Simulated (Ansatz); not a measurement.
# BrClFHOSi: small, medium and large basis sets

Aim: see how fast density functionals converge with the basis set for BrClFHOSi.

Method: one geometry, several basis sets; program: Ansatz 0.2.0, Gaussian basis.

Plan: PBE0-D4/def2-SVP; ωB97M-V/def2-SVP; PBE0-D4/def2-QZVPP; ωB97M-V/def2-QZVPP; the functionals' def2-TZVPP values are taken from earlier runs.

### Step 1. The geometry

The geometry comes from an earlier relaxation with PBE0-D4 in a triple-zeta def2 set; it is a stationary point.

SMILES `O[Si](F)(Cl)Br`, 6 atoms, charge 0, spin multiplicity 1.

Atoms are counted from 1 here; the program's logs count them from 0.

Bond lengths: O1–Si2 1.613 Å, O1–H6 0.959 Å, Si2–F3 1.580 Å, Si2–Cl4 2.028 Å, Si2–Br5 2.176 Å. Angles: Si2–O1–H6 118.7°, O1–Si2–F3 111.0°, O1–Si2–Cl4 111.4°, O1–Si2–Br5 107.9°, F3–Si2–Cl4 106.5°, F3–Si2–Br5 108.3°, Cl4–Si2–Br5 111.7°.

### Step 2. PBE0-D4 in def2-SVP

Input file in.yaml:

```yaml
crystal:
  periodic: [false, false, false]
  atoms:
    - {symbol: O, position_ang: [-0.495467, 0.332163, 1.178536]}
    - {symbol: Si, position_ang: [0.211367, 0.017411, -0.237141]}
    - {symbol: F, position_ang: [1.621631, -0.663114, -0.028305]}
    - {symbol: Cl, position_ang: [-0.893524, -1.272318, -1.345792]}
    - {symbol: Br, position_ang: [0.511766, 1.909986, -1.268437]}
    - {symbol: H, position_ang: [-0.913674, -0.388029, 1.655040]}
basis:
  gaussian: {orbitals: def2-SVP}
hamiltonian: {xc: pbe0, dispersion: d4}
output: {orbitals: {seedname: orbitals}}
```

After this run come: ωB97M-V in def2-SVP; PBE0-D4 in def2-QZVPP; ωB97M-V in def2-QZVPP.

**Question.** What will the summary of the whole plan be? Wanted: PBE0-D4: double and triple zeta above quadruple; ωB97M-V: double and triple zeta above quadruple.

As calculated:

| quantity | value |
| --- | --- |
| PBE0-D4: double and triple zeta above quadruple | 24.40, 2.35 eV |
| ωB97M-V: double and triple zeta above quadruple | 24.28, 2.24 eV |

In words: PBE0-D4 gains 22.05 eV from double to triple zeta, then 2.35 eV more. These are total energies; as a rule much of such shifts cancels in differences, which this series doesn't test. The LUMO of ωB97M-V is positive and keeps falling with the basis (2.28 to 1.20 eV): an unbound level that the basis holds in place.
